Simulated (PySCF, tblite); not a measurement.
# C₅H₅N₂Si radical: geometry, infrared bands and EPR parameters

What infrared bands and EPR parameters should C₅H₅N₂Si radical (`N#C[SiH][C@@H]1C[C@H]1C#N`) show?

Programs: tblite 0.8.0 and PySCF 2.14.0, with density-fitted response routines of our own. Each step states its level of theory. These are calculated values for one molecule in the gas phase, unless marked as measured. Atoms count from 0, in the outputs and in this text.

## (1) The molecule as given

13 atoms, charge 0, multiplicity 2; geometry from: force field or distance geometry start.

Bonds of the start (Å): N0–C1 1.17, C1–Si2 1.82, Si2–C3 1.88, C3–C4 1.49, C4–C5 1.50, C5–C6 1.47, C6–N7 1.15, C5–C3 1.51, Si2–H8 1.49, C3–H9 1.10, C4–H10 1.12, C4–H11 1.12, C5–H12 1.10.

## (2) Optimising the geometry with GFN2-xTB

What the job is given:

```
{"job": {"kind": "relax", "xc": "GFN2-xTB", "basis": "xTB"}, "charge": 0, "multiplicity": 2}
N      2.914000    -1.151100    -1.224100
C      2.337500    -0.874900    -0.249200
Si     1.452700    -0.450600     1.280700
C     -0.313200     0.026000     0.863900
C     -1.155800    -0.849400     0.000800
C     -0.487200     0.356400    -0.602100
C     -1.275200     1.562200    -0.899200
N     -1.899800     2.498000    -1.139700
H      2.058500     0.783000     1.850000
H     -0.878600     0.690400     1.538300
H     -0.814800    -1.861400    -0.321400
H     -2.255800    -0.823600     0.190900
H      0.313400     0.095500    -1.306600
```

Run with:

```
$ OMP_NUM_THREADS=1 python probes_run.py task.json out
```

This one command runs all jobs of the session in turn.

**Question.** This job is followed by: GFN2-xTB harmonic vibrations, gas phase; UKS B3LYP, pcH-1 on C H N Si, non-relativistic, mean-field spin-orbit, GIAO. What will the session give for the following? strongest single infrared mode (GFN2-xTB); zero-point energy (GFN2-xTB); g(iso) (B3LYP); ⟨S²⟩; largest a(iso); potential on the surface of density 0.002 e/bohr³, 1st and 99th percentile.

**Answer**, as computed:

```
                                                                  quantity                    value
                                 strongest single infrared mode (GFN2-xTB)    2387 cm⁻¹, 352 km/mol
                                              zero-point energy (GFN2-xTB)            53.4 kcal/mol
                                                            g(iso) (B3LYP)                  2.00292
                                                                      ⟨S²⟩       0.754 (exact 0.75)
                                                            largest a(iso)  29Si on Si2, -422.4 MHz
potential on the surface of density 0.002 e/bohr³, 1st and 99th percentile       -1.63 V and 1.70 V
```

Over 109 steps the energy fell by 0.301 eV; of the close pairs, C5–C6 changed most, 1.471 to 1.417 Å. No mode is imaginary among the 33: a minimum at this level. The strongest single mode, at 2387 cm⁻¹, moves mainly C6 and N7. GFN2-xTB is a fitted tight-binding method: band positions and strengths are rough. Its intensities can rank the bands wrongly. Si2 carries the largest spin population, 0.91 e. The isotropic g lies 0.6 ppt above the free-electron value. These values are for one conformer; the search (at its own cheap level) found 2 more, at 1.22, 1.23 kcal/mol, and measured spectra average over such forms.
